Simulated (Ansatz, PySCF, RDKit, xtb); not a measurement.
# SnN3H6F: which of the isomers drawn lies lowest?, part 2 of 2

A sample of isomers of SnN3H6F is drawn. Aim: find which of them has the lowest free energy at 298.15 K, then its properties. The sample is small against all isomers, and the most stable one of this formula need not be in it. One structure proposed beforehand is put among the starts (marked given), to see whether the search confirms or beats it.

xtb, Ansatz and PySCF; isolated molecules. The steps go on from the part before.

### Step 11. c151b at CCSD(T)/def2-SVP

The input, input.yaml:

```yaml
crystal:
  periodic: [false, false, false]
  atoms:
    - {symbol: F, position_ang: [-2.124992, 0.433322, -1.769445]}
    - {symbol: N, position_ang: [0.708092, -0.556190, 0.665472]}
    - {symbol: N, position_ang: [0.745555, 0.520099, -0.227097]}
    - {symbol: "N", position_ang: [-1.942454, 1.715388, 0.986902]}
    - {symbol: Sn, position_ang: [-0.900182, 1.558354, -0.746163]}
    - {symbol: H, position_ang: [0.418813, -0.221462, 1.582635]}
    - {symbol: H, position_ang: [0.034566, -1.267787, 0.378748]}
    - {symbol: H, position_ang: [1.540741, 0.464473, -0.853725]}
    - {symbol: H, position_ang: [-0.553742, 2.931384, -1.707965]}
    - {symbol: H, position_ang: [-1.870499, 2.624837, 1.438819]}
    - {symbol: H, position_ang: [-2.931398, 1.520192, 0.836685]}
basis:
  gaussian:
    orbitals: def2-SVP
correlation:
  method: ccsd_t
  frozen_orbitals: {Sn: 4, "N": 1, F: 1, H: 0}
```

Run with:

```console
$ ansatz run input.yaml --threads 2 --pin off --max-ram 5220MiB --events-out events.jsonl --progress --plain --runs-dir runs
```

Output, cut to the lines that bear on the results:

```text
Warning: RAYON_NUM_THREADS=2 ignored (pool sized by the plan → 2); use --threads N
Functional definition: HF
  name "HF"
[...]
1210 factors; integrals over basis functions are off by at most 1.4e-3 eV
[...]
mean field -13044.86601253 eV, -479.3899838327 hartree, gradient 1.6e-6 eV, S^2 0.000000; 0 other end points of the search recorded, 0 dependent functions left out
8 core orbitals not correlated: weight in the atoms' cores, before any rotation towards them, 1.000 or more for the frozen orbitals, at most 0.000 for the correlated occupied ones
reference -13044.86601253 eV, -479.3899838327 hartree; 21, 21 occupied and 83, 83 virtual orbitals, 1210 factors
second order -22.23845396 eV of doubles, -0.00000000 eV of singles
cycle   1  -22.59044865 eV  change   -3.5e-1 eV  update   1.1e-1
[...]
cycle   9  -23.28245179 eV  change   -1.4e-5 eV  update   4.2e-5
perturbative correction -0.57992502 eV, -0.0213118514 hartree
Total energy: -13068.72838934 eV, -480.2669100061 hartree
```

Wall time 17 s (2 threads of AMD EPYC 7B13 (Zen 3), shared host); peak memory 0.7 GiB.

### Step 12. The ranking

Energies in kcal/mol from c290a; G adds the thermal terms to the CCSD(T)/def2-SVP + MP2/def2-TZVPP - MP2/def2-SVP energy. The columns left of the relaxed level are at the tight-binding geometries.

| label | SMILES | spin | GFN2-xTB | HF/STO-3G | r2SCAN-D4/def2-SVP | PBE0-D4/def2-SVP | HF/def2-SVP | MP2/def2-SVP | CCSD(T)/def2-SVP + MP2/def2-TZVPP - MP2/def2-SVP | G | share at equilibrium | T1 |
| --- | --- | --- | --- | --- | --- | --- | --- | --- | --- | --- | --- | --- |
| c290a | [NH2][Sn]([NH2])([NH2])[F] | singlet | 0.0 | 0.0 | 0.0 | 0.0 | 0.0 | 0.0 | 0.0 | 0.0 | 100.0 % | 0.012 |
| c151a | N[NH][Sn@H]([NH2])[F] | singlet | 19.6 | 47.7 | 47.5 | 37.5 | 38.4 | 42.7 | 46.6 | 43.8 | < 0.1 % | 0.011 |
| c151b | N[NH][Sn@H]([NH2])[F] | singlet | 13.9 | 105.0 | 56.2 | 37.4 | 40.4 | 43.6 | 47.2 | 44.3 | < 0.1 % | 0.012 |

Lowest found: c290a, `[NH2][Sn]([NH2])([NH2])[F]`, a singlet. Bond lengths: F1–Sn5 1.955 Å, N2–Sn5 2.019 Å, N3–Sn5 2.019 Å, N4–Sn5 2.019 Å, N2–H6 1.018 Å, N2–H7 1.018 Å, N3–H8 1.018 Å, N3–H9 1.018 Å, N4–H10 1.018 Å, N4–H11 1.019 Å. Some angles: F1–Sn5–N2 108.1°, F1–Sn5–N3 108.2°, F1–Sn5–N4 108.1°, N2–Sn5–N3 110.8°, N2–Sn5–N4 110.8°, N3–Sn5–N4 110.8°, Sn5–N2–H6 112.9°, Sn5–N2–H7 111.8°, Sn5–N3–H8 111.8°, Sn5–N3–H9 112.9°.

```xyz
11

F     1.0202    1.8890    0.3883
N    -1.7761    0.5994   -0.5442
N     0.1157   -0.8834    1.7505
N     1.1226   -0.7737   -1.4141
Sn    0.1121    0.1923    0.0423
H    -1.8929    1.5585   -0.8660
H    -2.4490    0.4321    0.2018
H     0.8164   -1.6224    1.7314
H     0.2799   -0.3133    2.5781
H     2.0715   -0.4247   -1.5361
H     0.6450   -0.7109   -2.3115
```

### Step 13. Density, orbitals and dipole (PBE0/def2-SVPD)

The input, input.yaml:

```yaml
crystal:
  periodic: [false, false, false]
  atoms:
    - symbol: F
      position_ang: [1.020208, 1.889035, 0.388346]
    - symbol: N
      position_ang: [-1.776095, 0.599439, -0.544169]
    - symbol: "N"
      position_ang: [0.115689, -0.883416, 1.750499]
    - symbol: N
      position_ang: [1.122628, -0.773677, -1.414087]
    - symbol: Sn
      position_ang: [0.112136, 0.192281, 0.042309]
    - symbol: H
      position_ang: [-1.892926, 1.558483, -0.866026]
    - symbol: H
      position_ang: [-2.449015, 0.432093, 0.201791]
    - symbol: H
      position_ang: [0.816351, -1.622353, 1.731425]
    - symbol: H
      position_ang: [0.279862, -0.313282, 2.578150]
    - symbol: H
      position_ang: [2.071521, -0.424698, -1.536054]
    - symbol: H
      position_ang: [0.645041, -0.710906, -2.311483]
basis:
  gaussian:
    orbitals: def2-SVPD
hamiltonian:
  xc: pbe0
output: {forces: true, orbitals: {seedname: orbitals}}
```

Run with:

```console
$ ansatz run input.yaml --threads 2 --pin off --max-ram 5220MiB --events-out events.jsonl --progress --plain --runs-dir runs
```

Output, cut to the lines that bear on the results:

```text
Warning: RAYON_NUM_THREADS=2 ignored (pool sized by the plan → 2); use --threads N
Functional definition: PBE0
  name "PBE0"
[...]
1703 factors; integrals over basis functions are off by at most 1.2e-3 eV
[...]
mean field -13104.97725489 eV, -481.5990312446 hartree, gradient 8.6e-6 eV, S^2 0.000000; 0 other end points of the search recorded, 0 dependent functions left out
[...]
reference -13104.97729438 eV, -481.5990326958 hartree; 29, 29 occupied and 134, 134 virtual orbitals, 1703 factors
Total energy: -13104.97729438 eV, -481.5990326958 hartree
Atom 0 at     1.020208     1.889035     0.388346 Å, force     0.134049     0.250505     0.051177 eV/Å
Atom 1 at    -1.776095     0.599439    -0.544169 Å, force    -0.089323     0.105554     0.073667 eV/Å
Atom 2 at     0.115689    -0.883416     1.750499 Å, force     0.127063    -0.012884     0.089936 eV/Å
Atom 3 at     1.122628    -0.773677    -1.414087 Å, force     0.049997     0.073480    -0.129224 eV/Å
Atom 4 at     0.112136     0.192281     0.042309 Å, force    -0.122278    -0.230034    -0.046666 eV/Å
Atom 5 at    -1.892926     1.558483    -0.866026 Å, force    -0.018982    -0.078913    -0.004810 eV/Å
Atom 6 at    -2.449015     0.432093     0.201791 Å, force     0.017112     0.013915    -0.075364 eV/Å
Atom 7 at     0.816351    -1.622353     1.731425 Å, force    -0.063735     0.035029     0.031827 eV/Å
Atom 8 at     0.279862    -0.313282     2.578150 Å, force    -0.035518    -0.063507    -0.037079 eV/Å
Atom 9 at     2.071521    -0.424698    -1.536054 Å, force    -0.053868    -0.061922    -0.000767 eV/Å
Atom 10 at     0.645041    -0.710906    -2.311483 Å, force     0.055484    -0.031223     0.047303 eV/Å
Dipole moment:    -0.064709    -0.117288    -0.022912 e Å
```

Run time: 5.4 s. Hardware: 2 threads of AMD EPYC 7B13 (Zen 3), shared host; peak memory 0.51 GiB.

### Step 14. Electronic excitations (TD-CAM-B3LYP/def2-SVPD)

An in-house driver calls PySCF's response routines at TD-CAM-B3LYP/def2-SVPD; it has no typed input.

Output:

```text
coarse grid: 43520 points
cycle   1  E = -480.2301937399  dE = -2.227e+01  |g| = 2.658e+00  |ddm| = 1.109e+01
cycle   2  E = -480.6161275626  dE = -3.859e-01  |g| = 2.590e+00  |ddm| = 1.064e+01
cycle   3  E = -481.7358846216  dE = -1.120e+00  |g| = 4.210e-01  |ddm| = 3.187e+00
cycle   4  E = -481.7475042646  dE = -1.162e-02  |g| = 3.538e-01  |ddm| = 6.473e-01
cycle   5  E = -481.7687220546  dE = -2.122e-02  |g| = 2.536e-02  |ddm| = 2.952e-01
cycle   6  E = -481.7689006949  dE = -1.786e-04  |g| = 1.228e-02  |ddm| = 6.236e-02
cycle   7  E = -481.7689460818  dE = -4.539e-05  |g| = 4.477e-03  |ddm| = 3.591e-02
cycle   8  E = -481.7689538802  dE = -7.798e-06  |g| = 6.891e-04  |ddm| = 1.289e-02
final grid: 90856 points
cycle   9  E = -481.7688473632  dE = -4.523e-07  |g| = 4.921e-04  |ddm| = 4.738e-03
cycle  10  E = -481.7688473745  dE = -1.131e-08  |g| = 6.721e-04  |ddm| = 1.740e-03
cycle  11  E = -481.7688474507  dE = -7.621e-08  |g| = 6.280e-05  |ddm| = 4.871e-04
cycle  12  E = -481.7688474550  dE = -4.341e-09  |g| = 2.314e-05  |ddm| = 4.438e-04
cycle  13  E = -481.7688474553  dE = -2.907e-10  |g| = 8.358e-06  |ddm| = 1.257e-04
converged SCF energy = -481.7688474553

Static polarisability (au): isotropic 62.106, principal 57.020 64.645 64.653

Singlet excitations
state   eV       nm        f      main configurations
  1   5.8794    210.9   0.06191   H->L 0.85
  2   5.8812    210.8   0.06236   H-1->L 0.85
  3   6.0057    206.4   0.10540   H-2->L 0.89
  4   7.7323    160.3   0.02634   H-1->L+3 0.42, H-2->L+1 0.17, H->L+1 0.08
  5   7.7335    160.3   0.02651   H->L+3 0.42, H-2->L+2 0.17, H-1->L+1 0.09
  6   7.7550    159.9   0.00613   H->L+2 0.30, H-2->L+3 0.28, H-1->L+1 0.27
  7   7.9701    155.6   0.00808   H->L+4 0.25, H-2->L+2 0.20, H-1->L+4 0.16
  8   7.9708    155.5   0.00830   H-1->L+4 0.24, H-2->L+1 0.20, H->L+4 0.16

Triplet excitations (Tamm-Dancoff, eV): 5.2434 5.2451 5.3387
```

Run time: 14 s. Hardware: 2 threads of AMD EPYC 7B13 (Zen 3), shared host; peak memory 0.74 GiB.

The roots found:

| excited state | energy (eV) | strength |
| --- | --- | --- |
| 1 | 5.879 | 0.0619 |
| 2 | 5.881 | 0.0624 |
| 3 | 6.006 | 0.1054 |
| 4 | 7.732 | 0.0263 |
| 5 | 7.734 | 0.0265 |
| 6 | 7.755 | 0.0061 |
| 7 | 7.970 | 0.0081 |
| 8 | 7.971 | 0.0083 |

### Step 15. The cation at the same geometry (PBE0/def2-SVPD)

Changes to input.yaml since step 13:

```diff
@@ -5,7 +5,7 @@
       position_ang: [1.020208, 1.889035, 0.388346]
+    - symbol: "N"
+      position_ang: [-1.776095, 0.599439, -0.544169]
     - symbol: N
-      position_ang: [-1.776095, 0.599439, -0.544169]
+      position_ang: [0.115689, -0.883416, 1.750499]
     - symbol: "N"
-      position_ang: [0.115689, -0.883416, 1.750499]
-    - symbol: N
       position_ang: [1.122628, -0.773677, -1.414087]
@@ -28,4 +28,7 @@
     orbitals: def2-SVPD
+total_charge: 1
+magnetization:
+  spin_polarized: true
+  initial_magnetization: 1
 hamiltonian:
-  xc: pbe0
-output: {forces: true, orbitals: {seedname: orbitals}}
+  xc: {name: PBE0}
```

Run with:

```console
$ ansatz run input.yaml --threads 2 --pin off --max-ram 5220MiB --events-out events.jsonl --progress --plain --runs-dir runs
```

Output:

```text
Warning: RAYON_NUM_THREADS=2 ignored (pool sized by the plan → 2); use --threads N
Functional definition: PBE0
  name "PBE0"
  parameter a = 0.25
  parameter kappa = 0.804
  parameter beta = 0.06672455060314922
  exchange = (1 - a)*pbe_x(kappa = kappa, mu = beta*pi^2/3) + a*exact_x
  correlation = pbe_c(beta = beta)
1509 factors; their error is unknown
mean field evaluation 1: about -13075.8808 eV, gradient 7.1e1 eV
mean field evaluation 2: about -13041.3129 eV, gradient 1.1e2 eV
mean field evaluation 4: about -13092.2285 eV, gradient 2.4e1 eV
mean field evaluation 8: about -13095.0670 eV, gradient 1.7e0 eV
mean field evaluation 16: about -13095.1635 eV, gradient 6.4e-2 eV
mean field evaluation 32: about -13095.1636 eV, gradient 4.8e-5 eV
mean field evaluation 64: about -13094.9355 eV, gradient 6.6e-1 eV
mean field -13095.16411640 eV, -481.2384050566 hartree, gradient 1.1e-5 eV, S^2 0.768242; 10 other end points of the search recorded, 0 dependent functions left out
reference -13095.16415785 eV, -481.2384065800 hartree; 29, 28 occupied and 134, 135 virtual orbitals, 1509 factors
Total energy: -13095.16415785 eV, -481.2384065800 hartree
```

Wall time 30 s (2 threads of AMD EPYC 7B13 (Zen 3), shared host); peak memory 0.61 GiB.

Difference from the parent: 9.81 eV.

### Step 16. The anion at the same geometry (PBE0/def2-SVPD)

The input, input.yaml:

```yaml
crystal:
  periodic: [false, false, false]
  atoms:
    - {symbol: F, position_ang: [1.020208, 1.889035, 0.388346]}
    - {symbol: "N", position_ang: [-1.776095, 0.599439, -0.544169]}
    - {symbol: N, position_ang: [0.115689, -0.883416, 1.750499]}
    - {symbol: "N", position_ang: [1.122628, -0.773677, -1.414087]}
    - {symbol: Sn, position_ang: [0.112136, 0.192281, 0.042309]}
    - {symbol: H, position_ang: [-1.892926, 1.558483, -0.866026]}
    - {symbol: H, position_ang: [-2.449015, 0.432093, 0.201791]}
    - {symbol: H, position_ang: [0.816351, -1.622353, 1.731425]}
    - {symbol: H, position_ang: [0.279862, -0.313282, 2.578150]}
    - {symbol: H, position_ang: [2.071521, -0.424698, -1.536054]}
    - {symbol: H, position_ang: [0.645041, -0.710906, -2.311483]}
basis:
  gaussian:
    orbitals: def2-SVPD
hamiltonian:
  xc: pbe0
total_charge: -1
scf:
  lower_state_search: "off"
magnetization:
  spin_polarized: true
  initial_magnetization: 1
```

Run with:

```console
$ ansatz run input.yaml --threads 2 --pin off --max-ram 5220MiB --events-out events.jsonl --progress --plain --runs-dir runs
```

Output, cut to the lines that bear on the results:

```text
Warning: RAYON_NUM_THREADS=2 ignored (pool sized by the plan → 2); use --threads N
Functional definition: PBE0
  name "PBE0"
[...]
1509 factors; their error is unknown
[...]
mean field -13104.55767021 eV, -481.5836117920 hartree, gradient 4.6e-6 eV, S^2 0.751233; 0 other end points of the search recorded, 0 dependent functions left out
reference -13104.55772164 eV, -481.5836136821 hartree; 30, 29 occupied and 133, 134 virtual orbitals, 1509 factors
Total energy: -13104.55772164 eV, -481.5836136821 hartree
Checks for a lower state left out: stability, starts, cluster_reference, orbital_swaps, neighbouring_geometries, increment
```

It took 4.5 s on 2 threads of AMD EPYC 7B13 (Zen 3), shared host; peak memory 0.52 GiB.

Parent less the species with the added electron: -0.42 eV. The extra electron isn't bound at this geometry, so the number measures the basis, not the molecule.

### Step 17. The triplet at the same geometry (PBE0/def2-SVPD)

The input, input.yaml:

```yaml
crystal:
  periodic: [false, false, false]
  atoms:
    - symbol: F
      position_ang: [1.020208, 1.889035, 0.388346]
    - symbol: "N"
      position_ang: [-1.776095, 0.599439, -0.544169]
    - symbol: "N"
      position_ang: [0.115689, -0.883416, 1.750499]
    - symbol: "N"
      position_ang: [1.122628, -0.773677, -1.414087]
    - symbol: Sn
      position_ang: [0.112136, 0.192281, 0.042309]
    - symbol: H
      position_ang: [-1.892926, 1.558483, -0.866026]
    - symbol: H
      position_ang: [-2.449015, 0.432093, 0.201791]
    - symbol: H
      position_ang: [0.816351, -1.622353, 1.731425]
    - symbol: H
      position_ang: [0.279862, -0.313282, 2.578150]
    - symbol: H
      position_ang: [2.071521, -0.424698, -1.536054]
    - symbol: H
      position_ang: [0.645041, -0.710906, -2.311483]
basis:
  gaussian: {orbitals: def2-SVPD}
magnetization: {spin_polarized: true, initial_magnetization: 2}
hamiltonian: {xc: {name: PBE0}}
```

Run with:

```console
$ ansatz run input.yaml --threads 2 --pin off --max-ram 5220MiB --events-out events.jsonl --progress --plain --runs-dir runs
```

Output:

```text
Warning: RAYON_NUM_THREADS=2 ignored (pool sized by the plan → 2); use --threads N
Functional definition: PBE0
  name "PBE0"
  parameter a = 0.25
  parameter kappa = 0.804
  parameter beta = 0.06672455060314922
  exchange = (1 - a)*pbe_x(kappa = kappa, mu = beta*pi^2/3) + a*exact_x
  correlation = pbe_c(beta = beta)
1509 factors; their error is unknown
mean field evaluation 1: about -13086.9988 eV, gradient 5.7e1 eV
mean field evaluation 2: about -13060.8013 eV, gradient 9.2e1 eV
mean field evaluation 4: about -13098.3086 eV, gradient 1.6e1 eV
mean field evaluation 8: about -13099.6878 eV, gradient 5.5e-1 eV
mean field evaluation 16: about -13099.6928 eV, gradient 8.3e-2 eV
mean field evaluation 32: about -13099.7754 eV, gradient 2.0e-4 eV
mean field evaluation 64: about -13099.7735 eV, gradient 1.6e-2 eV
mean field -13099.77543574 eV, -481.4078679169 hartree, gradient 1.4e-6 eV, S^2 2.012010; 5 other end points of the search recorded, 0 dependent functions left out
reference -13099.77549367 eV, -481.4078700457 hartree; 30, 28 occupied and 133, 135 virtual orbitals, 1509 factors
Total energy: -13099.77549367 eV, -481.4078700457 hartree
```

Run time: 36 s. Hardware: 2 threads of AMD EPYC 7B13 (Zen 3), shared host; peak memory 0.86 GiB.

It lies 5.20 eV above the singlet.

### Step 18. Summary of results

The summary covers parts 1 to 2.

```
                                           quantity                                                                  value
                             lowest structure found                                    [NH2][Sn]([NH2])([NH2])[F], singlet
                                      next finalist              N[NH][Sn@H]([NH2])[F], singlet, 43.8 kcal/mol higher in G
          share at equilibrium, among the finalists                                                                100.0 %
                                             funnel  4 starts, 3 minima at GFN2-xTB, 5 screening runs, 3 relaxed, 3 ranked
                               CPU time of all runs                                                                8.5 min
                     dipole moment (PBE0/def2-SVPD)                                                                 0.65 D
                       HOMO energy (PBE0/def2-SVPD)                                                               -7.91 eV
                       LUMO energy (PBE0/def2-SVPD)                                                               -1.03 eV
                     HOMO–LUMO gap (PBE0/def2-SVPD)                                                                6.88 eV
         lowest excitation (TD-CAM-B3LYP/def2-SVPD)                                                    5.88 eV (f = 0.062)
lowest triplet excitation, same level, Tamm-Dancoff                                                                5.24 eV
                         vertical ionisation energy                                                                9.81 eV
                         vertical electron affinity                     -0.42 eV (unbound: the value depends on the basis)
                      vertical triplet less singlet                                                               +5.20 eV
```

In words: The lowest structure found is `[NH2][Sn]([NH2])([NH2])[F]`. The margin of 43.8 kcal/mol over the next finalist is beyond the usual error of the last level; it says nothing of structures that weren't ranked. GFN2-xTB, HF/STO-3G, r2SCAN-D4/def2-SVP, PBE0-D4/def2-SVP, HF/def2-SVP and MP2/def2-SVP already put its bonding pattern lowest among the structures in one piece. The largest share of the time went into the relaxations (32 %). Spin-orbit coupling, which matters for elements this heavy, is left out. The structure proposed beforehand is the winner. Lowest found is not proven lowest: the search is finite, and each finalist counts with one conformer. Only 2 drawn patterns were tried, so whole families of isomers are missing, and the result ranks this sample alone.
